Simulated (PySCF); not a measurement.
# IO: from the state search to spectroscopic constants

What are the lowest state that PBE0 finds, the bond length, vibrational wavenumber and bond energy of IO, and how much do these hang on the method?

Method: I def2-TZVPP with ECP28, O def2-TZVPP, scalar-relativistic core potentials; program: PySCF 2.14.0.

### 1 Set-up

The job is set up so:

```yaml
atoms: I, O
charge: 0
basis: I def2-TZVPP with ECP28, O def2-TZVPP
Hamiltonian: scalar-relativistic core potentials
basis_functions: 81
electrons_treated: 33
masses_in_u: 126.9045, 15.9949
levels: PBE0, PBE, r²SCAN, TPSSh, B97-3, M06-L, r²SCAN0, HSE06, HF, MP2, SCS-MP2, CCSD, CCSD(T)
grid: 80 radial by 434 angular points
occupations: held fixed by the projection of orbital angular momentum
dissociation_limit: I + O, each in its ground configuration
starting_distance_in_angstrom: 1.910
values_of_2S_to_try: 1, 3
```

Started as:

```sh
> OMP_NUM_THREADS=1 python dia.py task.json out
```

The runs that follow: First curve: PBE0; Excited determinants; PBE; r²SCAN (meta-GGA); TPSSh (hybrid meta-GGA); B97-3 (global hybrid GGA); M06-L (meta-GGA); r²SCAN0 (hybrid meta-GGA); HSE06 (range-separated hybrid); UHF (mean field); Adding correlation.

Q: Predict the outcome of this session. Wanted: for each run, Re; ωe; De; μ.

The runs gave:

Lowest PBE0 solution found, without spin–orbit coupling: ²Π (doublet), unpaired electrons π ↑. State 2 has its PBE0 minimum 1.81 eV higher. The other levels ran on the lowest alone.

```csv
level,Re (Å),ωe (cm⁻¹),De (eV),μ (D)
UHF-CCSD,1.878,670,1.97,n/a
UHF-CCSD(T),1.882,666,2.23,n/a
PBE,1.888,683,3.18,-2.50
r²SCAN,1.878,688,2.70,-2.35
M06-L,1.870,697,2.78,-2.52
TPSSh,1.882,682,2.59,-2.32
PBE0,1.867,697,2.49,-2.36
r²SCAN0,1.868,684,2.17,-2.21
B97-3,1.869,696,2.48,-2.45
HSE06,1.871,691,2.50,-2.37
```

De is counted to I + O in their ground configurations. A positive dipole means I(−)O(+). No constants: UHF (the points don't follow one smooth fit); UHF-MP2 (the points don't follow one smooth fit); UHF-SCS-MP2 (the points don't follow one smooth fit).

Bond lengths run from 1.867 Å (PBE0) to 1.888 Å (PBE). Among the levels with a De in the table, it runs from 1.97 eV (UHF-CCSD) to 3.18 eV (PBE).

Correlated steps freeze 5 core orbitals. These are scalar-relativistic numbers at best; spin–orbit coupling would shift them, the dissociation energy most. A negative De means that the minimum lies above the separated atoms at that level. T1 is 0.043 near the minimum (highest on the curve 0.051), which may point to more than one leading configuration. With spin–orbit coupling the term label itself may not hold.
